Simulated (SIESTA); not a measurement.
ZnRe:

```xyz
2
Lattice="2.7482 0.0000 0.0000 -1.3741 2.3800 0.0000 0.0000 0.0000 4.4941" Properties=species:S:1:pos:R:3 pbc="T T T"
Re    0.0000    1.5867    2.2470
Zn    0.0000    0.0000    0.0000
```

The cell comes from a database or a generator and needn't be the stable form of this composition.

Base run:

| Property | Result |
| --- | --- |
| Program | SIESTA 5.4.2 |
| Functional | PW91 |
| Potentials or basis | PseudoDojo 0.4 standard (PBE files) |
| Basis | DZP (energy shift 0.003 Ry; two zetas on semicore shells) |
| Grid cutoff | 800 Ry |
| Energy shift | 0.003 Ry |
| k mesh | 11 × 11 × 6 |
| Occupations | fermi-dirac, width 0.05 eV |
| Spin | no spin polarisation |

Its results: band gap on the k mesh none (metal or under the smearing width); pressure -1.2 GPa.

Q: The run is repeated on the same cell with these changes: functional from PW91 to revPBE. What comes out?

A: Band gap on the k mesh none (metal or under the smearing width); pressure 2.3 GPa.

revPBE binds less tightly than PW91, so the same cell stands under more pressure.

Caveats: short orbitals over semicore shells can move pressures by several GPa; the valence orbitals were made in a potential fitted to the semicore shell under them, which widens gaps by tenths of an eV or more; the potentials were made for another functional, which shifts forces and pressure; spin-orbit coupling is left out, which moves the levels of the heavy elements; the basis of atomic orbitals isn't converged, which shifts pressures, moduli and gaps.
